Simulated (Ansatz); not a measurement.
# H3MoNOS2: the cost of one run

Computed with Ansatz 0.2.0, Gaussian basis. Level: the settings change from run to run.

## (1) The geometry

An earlier PBE0-D4 in a triple-zeta def2 set relaxation fixed the geometry. Mo takes a core potential in def2 sets; no spin-orbit term is included.

SMILES `[NH2][Mo]([OH])(=[S])=[S]`, 8 atoms, charge 0, spin multiplicity 1.

Atoms are counted from 1 here; the program's logs count them from 0.

Bond lengths: N1–Mo2 1.907 Å, N1–H6 1.009 Å, N1–H7 1.009 Å, Mo2–O3 1.870 Å, Mo2–S4 2.102 Å, Mo2–S5 2.102 Å, O3–H8 0.961 Å. Angles: Mo2–N1–H6 123.4°, Mo2–N1–H7 123.7°, H6–N1–H7 112.3°, N1–Mo2–O3 110.4°, N1–Mo2–S4 107.6°, N1–Mo2–S5 107.8°, O3–Mo2–S4 110.4°, O3–Mo2–S5 108.9°, S4–Mo2–S5 111.7°, Mo2–O3–H8 120.5°.

## (2) wB97/x2c-TZVPPall

Set apart from the defaults: atoms shaken by 0.08 Å.

Contents of in.yaml:

```yaml
crystal:
  periodic: [false, false, false]
  atoms:
    - {symbol: N, position_ang: [-0.904353, 0.904823, 0.205587]}
    - {symbol: Mo, position_ang: [0.391306, -0.207588, -0.260705]}
    - {symbol: O, position_ang: [1.152891, -1.264863, 0.947397]}
    - {symbol: S, position_ang: [-0.372338, -1.262486, -1.794805]}
    - {symbol: S, position_ang: [1.763830, 0.974529, -1.058524]}
    - {symbol: H, position_ang: [-0.631554, 1.965763, 0.666464]}
    - {symbol: H, position_ang: [-1.917102, 0.813530, 0.316780]}
    - {symbol: H, position_ang: [0.739982, -2.113488, 1.175124]}
basis:
  gaussian: {orbitals: x2c-TZVPPall}
hamiltonian: {xc: {name: wB97}}
output: {forces: true}
```

Run with:

```
> ansatz run in.yaml --threads 4 --pin off --events-out ev --progress --plain --max-ram 10444MiB
```

What time and memory should one allow on 4 threads of Arm Neoverse V1, shared host?

About 15 s, with a peak of 0.74 GiB.
